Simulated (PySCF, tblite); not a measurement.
# C6H11FS2Si: geometry, infrared bands and NMR shifts

Aim: predict the infrared bands and NMR shifts of C6H11FS2Si (`CS[SiH](SC)C1=CC[C@@H]1F`).

The runs use tblite 0.8.0 and PySCF 2.14.0, with density-fitted response routines of our own; the level of theory stands in each step. All values are computed, except where a source is named. Atoms are numbered from 0 throughout.

**1. The starting structure**

21 atoms, charge 0, multiplicity 1; geometry from: force field or distance geometry start.

Bonds of the start (Å): C0–S1 1.80, S1–Si2 2.14, Si2–S3 2.13, S3–C4 1.80, Si2–C5 1.88, C5–C6 1.31, C6–C7 1.47, C7–C8 1.49, C8–F9 1.40, C8–C5 1.45, C0–H10 1.12, C0–H11 1.12, C0–H12 1.09, Si2–H13 1.47, C4–H14 1.11, C4–H15 1.11, C4–H16 1.11, C6–H17 1.11, C7–H18 1.11, C7–H19 1.11, C8–H20 1.12.

**2. Optimising the geometry with GFN2-xTB**

What the job is given:

```
{"job": {"kind": "relax", "xc": "GFN2-xTB", "basis": "xTB"}, "charge": 0, "multiplicity": 1}
C      0.984100     3.111500    -0.276100
S      1.756200     1.489700    -0.254900
Si     0.868700     0.161100     1.165500
S      1.986500    -1.635500     1.368000
C      2.507100    -2.330300    -0.208700
C     -0.871900    -0.311400     0.652700
C     -1.746600    -1.236300     0.945900
C     -2.801500    -0.776600     0.038400
C     -1.797500     0.277300    -0.302000
F     -1.446600     0.096900    -1.641400
H      0.354400     3.317600     0.622800
H      0.345900     3.147900    -1.191500
H      1.736400     3.899900    -0.316900
H      0.713000     0.753700     2.504800
H      1.671800    -2.482100    -0.923400
H      3.217000    -1.626800    -0.690200
H      3.081500    -3.262800    -0.010800
H     -1.695300    -2.089400     1.657300
H     -3.079300    -1.471000    -0.775300
H     -3.653700    -0.339400     0.594300
H     -2.138900     1.322800    -0.076900
```

Command:

```bash
OMP_NUM_THREADS=1 python probes_run.py task.json out
```

The driver reads the jobs from task.json and runs them one after another.

**Question.** This job is followed by: GFN2-xTB harmonic vibrations, gas phase; GIAO PBE0/pcSseg-1 NMR shielding, non-relativistic, gas phase. What will the session give for the following? strongest single infrared mode (GFN2-xTB); zero-point energy (GFN2-xTB); 13C shifts against TMS (PBE0/pcSseg-1); 1H shifts against TMS (PBE0/pcSseg-1, means over atoms taken as alike); 33S shifts against CS2 (PBE0/pcSseg-1); 29Si shifts against TMS (PBE0/pcSseg-1); 19F shifts against CFCl3 (PBE0/pcSseg-1).

As calculated:

| quantity | value |
| --- | --- |
| strongest single infrared mode (GFN2-xTB) | 624 cm⁻¹, 279 km/mol |
| zero-point energy (GFN2-xTB) | 96.6 kcal/mol |
| 13C shifts against TMS (PBE0/pcSseg-1) | 163.3, 163.1, 89.8, 43.6, 13.5, 11.6 ppm |
| 1H shifts against TMS (PBE0/pcSseg-1, means over atoms taken as alike) | 7.32, 5.35, 5.30, 3.08, 2.97, 2.20, 2.16 ppm |
| 33S shifts against CS2 (PBE0/pcSseg-1) | -184, -200 ppm |
| 29Si shifts against TMS (PBE0/pcSseg-1) | -7.7 ppm |
| 19F shifts against CFCl3 (PBE0/pcSseg-1) | -198.2 ppm |

Over 204 steps the energy fell by 0.811 eV; of the close pairs, C5–C8 changed most, 1.454 to 1.517 Å. All 57 modes are real, so the xTB geometry is a minimum. The strongest single mode, at 624 cm⁻¹, moves mainly H13. GFN2-xTB is a fitted tight-binding method: band positions and strengths are rough. Its intensities can rank the bands wrongly. The most deshielded hydrogen is H17 (hydrogen on an alkene CH), at 7.32 ppm: olefinic region. At PBE0/pcSseg-1: The widest tensor belongs to C6: span 266 ppm, with a paramagnetic part of -230 ppm.
